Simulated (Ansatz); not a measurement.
# Cu: compression at zero temperature

An exercise on one series of results from a longer session: the logs are not shown, and one member is left open.

Program: Ansatz 0.2.0. Level of theory: DFT r2SCAN, scalar-relativistic, plane waves, PAW. These are calculated values, not measurements.

1 further run of the same task is left out (set aside as unsound or not needed).

### The structure to begin with

It takes space group P6_3/mmc (No. 194, hexagonal). The conventional cell has a = 2.529 Å, b = 2.529 Å, c = 8.264 Å, α = 90.00°, β = 90.00°, γ = 120.00°. Cu (site symmetry -3m) has 12 Cu at 2.53 Å as nearest neighbours. Around Cu (site symmetry -6m2) lie 12 Cu at 2.53 Å.

Coordinates:

```xyz
4
Lattice="2.5293 0.0000 0.0000 -1.2647 2.1905 0.0000 0.0000 0.0000 8.2639" Properties=species:S:1:pos:R:3 pbc="T T T"
Cu    0.0000    0.0000    0.0000
Cu    0.0000    1.4603    2.0660
Cu    0.0000    0.0000    4.1320
Cu    1.2647    0.7302    6.1980
```

It goes back to an entry of the Materials Project, which need not be the stable form.

It is the result of an earlier relaxation at this level (volume 11.45 Å³/atom; gap on the mesh: none (metal)).

Set-up of the first run:

Contents of input.yaml:

```yaml
crystal:
  lattice:
    - [2.5533517207, 0.0, 0.0]
    - [-1.2766758604, 2.2112674549, 0.0]
    - [0.0, 0.0, 8.3423933302]
  atoms:
    - { symbol: Cu, position: [0.0, 0.0, 0.0] }
    - { symbol: Cu, position: [0.3333333333, 0.6666666667, 0.25] }
    - { symbol: Cu, position: [0.0, 0.0, 0.5] }
    - { symbol: Cu, position: [0.6666666667, 0.3333333333, 0.75] }
basis:
  ecutwfc: 500
kpoints:
  mp_grid: { grid: [18, 18, 6] }
hamiltonian:
  xc: r2scan
scf:
  occupations: { method: gaussian, width: 0.1 }
output:
  forces: true
  stress: true
  eigenvalues: true
relax:
  adjacent_minimum: "off"
  f_tol: 0.008
  max_steps: 50
  cell: { stress_tol: 0.08, p_target: -3.0 }
```

The run is started by

```console
> ansatz run input.yaml --threads 1 --pin off --max-ram 2560MiB --backend cpu --events-out ev --progress --plain --runs-dir out
```

Among the steps run: -3 GPa; Relaxing at 3 GPa; Relaxing at 8 GPa; Relaxing at 15 GPa; 30 GPa; Target pressure 60 GPa.

One table of the session follows, with a row left open; its other results are not shown here.

| P (GPa) | V (Å³/atom) | a (Å) | b (Å) | c (Å) | ΔH (eV/atom) |
| --- | --- | --- | --- | --- | --- |
| -3 | 11.67 | 2.546 | 2.546 | 8.317 | -0.216 |
| 0 | 11.45 | 2.529 | 2.529 | 8.264 | 0.000 |
| 3 | 11.24 | 2.514 | 2.514 | 8.216 | 0.212 |
| 8 | 10.95 | 2.492 | 2.492 | 8.145 | 0.559 |
| 15 | ? | ? | ? | ? | ? |
| 30 | 10.03 | 2.420 | 2.420 | 7.909 | 1.994 |
| 60 | 9.23 | 2.353 | 2.353 | 7.694 | 3.789 |

Q: Estimate the row for P (GPa) = 15 from the others.

Worked estimate for «V (Å³/atom)». A straight line through the neighbours (8, 10.95) and (30, 10.03) gives 10.95 + (10.03 − 10.95) × (15 − 8) / (30 − 8) = 10.66; a parabola fitted to 4 rows on both sides gives 10.63.

**Answer.** V (Å³/atom): 10.61; a (Å): 2.466; b (Å): 2.466; c (Å): 8.058; ΔH (eV/atom): 1.029. In «V (Å³/atom)» the line misses by +0.05 and the parabola by +0.02.

ΔH is E + PV over the energy at zero pressure; a, b and c are the vectors of the computed cell. 

To keep in mind: Other structures may take over in this range; these runs cannot find them.
